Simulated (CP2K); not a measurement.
WAu:

```
CELL_PARAMETERS angstrom
4.11424 0.00000 0.00000
2.05712 3.56304 0.00000
2.05712 1.18768 3.35927
ATOMIC_POSITIONS crystal
W 0.00000 0.00000 0.00000
Au 0.75000 0.75000 0.75000
```

The cell was built by a generator and needn't be a form met in nature.

Base run:

| Quantity | Value |
| --- | --- |
| Program | CP2K 2026.2 |
| Functional | WC |
| Potentials or basis | POTENTIAL_UZH W GTH-PBE-q14, Au GTH-PBE-q11; TZVP-MOLOPT-PBE-GTH basis |
| Density cutoff | 9524 eV |
| k mesh | 8 × 8 × 8 |
| Occupations | fermi-dirac, width 0.05 eV |
| Spin | no spin polarisation |

Its results: band gap on the k mesh none (metal or under the smearing width); pressure -1.9 GPa.

The run is repeated on the same cell with these changes: functional from WC to HLE17. What comes out?

Band gap on the k mesh none (metal or under the smearing width); pressure -7.9 GPa.

Caveats: the potentials were made for another functional, which shifts forces and pressure; the basis of atomic orbitals isn't converged, which shifts pressures, moduli and gaps; the potentials were made for a functional far from this one (some runs).
